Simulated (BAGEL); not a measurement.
**AlH2S2Cl (SMILES [SH][Al]([SH])[Cl]) at HF/cc-pVDZ (density fitting with qzvpp-jkfit)**

Aim: the vertical singlet–triplet gap of AlH2S2Cl at HF/cc-pVDZ (density fitting with qzvpp-jkfit), from 2 runs. 

Program for the calculation: BAGEL 1.2.2.

12 further runs of the same task are left out: 12 set aside as unsound or not needed.

## 1. The system as given

The species is AlH2S2Cl (6 atoms), meant as a singlet with charge 0. As SMILES, `[SH][Al]([SH])[Cl]`. Geometry: relaxed at PBE0-D4/def2-TZVP. This is one conformer, not always the lowest.

Bond lengths: S1–Al2 2.166 Å, Al2–S3 2.166 Å, Al2–Cl4 2.091 Å, S1–H5 1.345 Å, S3–H6 1.345 Å. Angles: S1–Al2–S3 119.4°, S1–Al2–Cl4 120.3°, S3–Al2–Cl4 120.3°, Al2–S1–H5 92.0°, Al2–S3–H6 92.0°.

## 2. The energy at HF/cc-pVDZ (density fitting with qzvpp-jkfit)

hf.json

```json
{ "bagel" : [

{
  "title" : "molecule",
  "basis" : "cc-pvdz.json",
  "df_basis" : "qzvpp-jkfit",
  "angstrom" : true,
  "geometry" : [
    { "atom" : "S", "xyz" : [      -0.405100,       1.744300,      -1.208200 ] },
    { "atom" : "Al", "xyz" : [       0.006600,      -0.011600,      -0.008000 ] },
    { "atom" : "S", "xyz" : [       1.212500,       0.182200,       1.781300 ] },
    { "atom" : "Cl", "xyz" : [      -0.753100,      -1.876800,      -0.571500 ] },
    { "atom" : "H", "xyz" : [      -1.135100,       1.031200,      -2.084300 ] },
    { "atom" : "H", "xyz" : [       1.116400,      -1.133300,       2.044500 ] }
  ]
},

{ "title" : "hf" },

{ "title" : "print", "file" : "orbitals.molden", "orbitals" : true }

]}
```

The basis set cc-pVDZ is read from a file made from the Basis Set Exchange's data (not shown).

On the command line:

```sh
BAGEL_NUM_THREADS=1 BAGEL hf.json > hf.out
```

Output:

```text
* using 1 threads per process

  ===============================================================
  ===============================================================

  *** Geometry ***

  { "atom" : "S", "xyz" : [     -0.765528,      3.296249,     -2.283167 ] },
  { "atom" : "Al", "xyz" : [      0.012472,     -0.021921,     -0.015118 ] },
  { "atom" : "S", "xyz" : [      2.291293,      0.344308,      3.366169 ] },
  { "atom" : "Cl", "xyz" : [     -1.423153,     -3.546638,     -1.079978 ] },
  { "atom" : "H", "xyz" : [     -2.145028,      1.948686,     -3.938756 ] },
  { "atom" : "H", "xyz" : [      2.109690,     -2.141627,      3.863545 ] },

  Number of auxiliary basis functions:      548

  Since a DF basis is specified, we compute 2- and 3-index integrals:
    o Being stored without compression. Storage requirement is 0.029 GB

  Number of basis functions:       82
  Number of electrons      :       64

    * METHOD: MOLECULE                             0.30

  *** RHF ***

  === Nuclear Repulsion ===
   298.8369769250

      * DIIS with orbital gradients will be used.

  === RHF iteration (cc-pvdz.json) ===
      0      -1497.75571743          0.00664109           0.11
      1      -1497.81717449          0.00289515           0.11
      2      -1497.82487796          0.00095676           0.11
      3      -1497.82593569          0.00016705           0.10
      4      -1497.82597140          0.00005051           0.10
      5      -1497.82597547          0.00001142           0.11
      6      -1497.82597572          0.00000284           0.10
      7      -1497.82597573          0.00000082           0.10
      8      -1497.82597573          0.00000026           0.10
      9      -1497.82597573          0.00000008           0.11
     10      -1497.82597573          0.00000003           0.11
     11      -1497.82597573          0.00000001           0.11
    * SCF iteration converged.

    * Permanent dipole moment:
           (    0.121811,     0.298957,     0.090433) a.u.

    * METHOD: HF                                   1.49

    * METHOD: PRINT                                0.02

  ===============================================================
```

Wall time 1.9 s (1 thread of Arm Neoverse V1, shared host); peak memory 0.14 GiB.

## 3. The triplet, same level

job.json

```json
{ "bagel" : [

{
  "title" : "molecule",
  "basis" : "cc-pvdz.json",
  "df_basis" : "qzvpp-jkfit",
  "angstrom" : true,
  "geometry" : [
    { "atom" : "S", "xyz" : [   -0.405100,    1.744300,   -1.208200 ] },
    { "atom" : "Al", "xyz" : [    0.006600,   -0.011600,   -0.008000 ] },
    { "atom" : "S", "xyz" : [    1.212500,    0.182200,    1.781300 ] },
    { "atom" : "Cl", "xyz" : [   -0.753100,   -1.876800,   -0.571500 ] },
    { "atom" : "H", "xyz" : [   -1.135100,    1.031200,   -2.084300 ] },
    { "atom" : "H", "xyz" : [    1.116400,   -1.133300,    2.044500 ] }
  ]
},
{ "title" : "uhf", "nopen" : 2 },
{ "title" : "print", "file" : "orbitals.molden", "orbitals" : true }

]}
```

The basis set cc-pVDZ is read from a file made from the Basis Set Exchange's data (not shown).

On the command line:

```sh
BAGEL_NUM_THREADS=1 BAGEL job.json > job.out
```

Output:

```text
* using 1 threads per process

  ===============================================================
  ===============================================================

  *** Geometry ***

  { "atom" : "S", "xyz" : [     -0.765528,      3.296249,     -2.283167 ] },
  { "atom" : "Al", "xyz" : [      0.012472,     -0.021921,     -0.015118 ] },
  { "atom" : "S", "xyz" : [      2.291293,      0.344308,      3.366169 ] },
  { "atom" : "Cl", "xyz" : [     -1.423153,     -3.546638,     -1.079978 ] },
  { "atom" : "H", "xyz" : [     -2.145028,      1.948686,     -3.938756 ] },
  { "atom" : "H", "xyz" : [      2.109690,     -2.141627,      3.863545 ] },

  Number of auxiliary basis functions:      548

  Since a DF basis is specified, we compute 2- and 3-index integrals:
    o Being stored without compression. Storage requirement is 0.029 GB

  Number of basis functions:       82
  Number of electrons      :       64

    * METHOD: MOLECULE                             0.30

  *** Open-shell HF ***

  === Nuclear Repulsion ===
   298.8369769250

      * DIIS with orbital gradients will be used.

  === UHF iteration (cc-pvdz.json) ===
      0      -1497.49772293          0.01268442           0.22
      1      -1497.57207318          0.00469370           0.22
      2      -1497.58241620          0.00177735           0.22
      3      -1497.58421426          0.00068204           0.22
      4      -1497.58472213          0.00013407           0.22
      5      -1497.58476889          0.00006101           0.21
      6      -1497.58479377          0.00002320           0.21
      7      -1497.58479741          0.00001346           0.22
      8      -1497.58479850          0.00001534           0.22
      9      -1497.58479818          0.00001333           0.22
[... 26 lines of this table left out ...]
     36      -1497.58479826          0.00000002           0.24
     37      -1497.58479826          0.00000001           0.23
     38      -1497.58479826          0.00000001           0.24
     39      -1497.58479826          0.00000001           0.23
    * SCF iteration converged.

    * S^2 (UHF) is 2.0484

    * Permanent dipole moment:
           (   -0.292952,    -0.719488,    -0.217259) a.u.

    * METHOD: UHF                                  9.22

    * METHOD: PRINT                                0.02

  ===============================================================
```

Wall time 9.9 s (1 thread of Arm Neoverse V1, shared host); peak memory 0.14 GiB.

## 4. Outcome

Level: HF/cc-pVDZ (density fitting with qzvpp-jkfit).

| quantity | value |
| --- | --- |
| singlet: total energy | -1497.82598 Eh |
| singlet: dipole moment | 0.85 D |
| singlet: HOMO energy | -10.55 eV |
| singlet: LUMO energy | 2.23 eV |
| singlet: HOMO–LUMO gap | 12.78 eV |
| triplet: total energy | -1497.58480 Eh |
| triplet: dipole moment | 2.05 D |
| triplet: ⟨S²⟩ | 2.048 |
| vertical energy of the triplet above the singlet | 6.563 eV |

At this shape the triplet lies 6.56 eV (151 kcal/mol) above the singlet.
